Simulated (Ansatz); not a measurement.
## Al₃Cu, space group P4/mmm: cell relaxations under several functionals, step by step

With the Python package of Ansatz (0.2.0).

Run as a notebook:

In [1]:
```python
import ansatz as az
import numpy as np
```

In [2]:
```python
def edges_and_angles(cell):
    cell = np.asarray(cell)
    a, b, c = np.linalg.norm(cell, axis=1)
    cosines = cell[1] @ cell[2] / (b * c), cell[0] @ cell[2] / (a * c), cell[0] @ cell[1] / (a * b)
    return (a, b, c, *np.degrees(np.arccos(cosines)))

system = (
    az.Lattice.of([2.77840543, 0.0, 0.0], [0.0, 2.77840543, 0.0], [0.0, 0.0, 7.51340341])
    .atom("Al", [0.0, 0.0, 0.5])
    .atom("Al", [0.5, 0.5, 0.22611551])
    .atom("Al", [0.5, 0.5, 0.77388449])
    .atom("Cu", [0.0, 0.0, 0.0])
)
```

In [3]:
```python
calculation = (
    system.calculation()
    .occupations("gaussian", width=0.05)
    .kpoints(spacing=0.29)
    .relax(cell=True, force_tolerance=0.05)
)
```

In [4]:
```python
levels = [("r2scan", "none"), ("lda", "none"), ("r2scan", "d4")]
print("level            a       b       c    alpha   beta  gamma  V/atom  steps")
for name, dispersion in levels:
    seen = []
    run = calculation.functional(name, dispersion=dispersion).session().plan()
    res = run.execute(on_event=lambda e: seen.append(e) if e["event"] == "relax_step" else None)
    cell = res.lattice.cell_ang
    label = name if dispersion == "none" else f"{name}+{dispersion}"
    print("{:13s} {:7.4f} {:7.4f} {:7.4f} {:6.2f} {:6.2f} {:6.2f}".format(label, *edges_and_angles(cell)), f"{abs(np.linalg.det(cell)) / len(res.lattice.sites):7.3f} {len(seen):5d}")
```
```text
level            a       b       c    alpha   beta  gamma  V/atom  steps
DeckWarning: basis.ecutwfc = 500 eV, auto-derived from the records' recommended cutoffs: set by Al (their level for a meta-GGA)
r2scan         2.7790  2.7790  7.5660  90.00  90.00  90.00  14.608     5
DeckWarning: basis.ecutwfc = 420 eV, auto-derived from the records' recommended cutoffs: set by Al (normal level)
lda            2.7824  2.7824  7.3882  90.00  90.00  90.00  14.299     6
r2scan+d4      2.7679  2.7679  7.5328  90.00  90.00  90.00  14.428     5
```

From smallest to largest: LDA (14.30 Å³ an atom, -1.4 % against the start), r2SCAN+D4 (14.43 Å³ an atom, -0.5 % against the start) and r2SCAN (14.61 Å³ an atom, +0.7 % against the start). The spread is 2.2 % in volume.

The run is spin-unpolarised. Dispersion corrections can be off by several per cent in the lattices of metals, and by several GPa in the pressure at a fixed cell. This cell is a computed structure, which may not be the phase found in nature. Warnings are shown shortened and without file and line. It ran for 62 s on 1 thread of Arm Neoverse V2, on a shared host, peak memory 0.59 GiB.
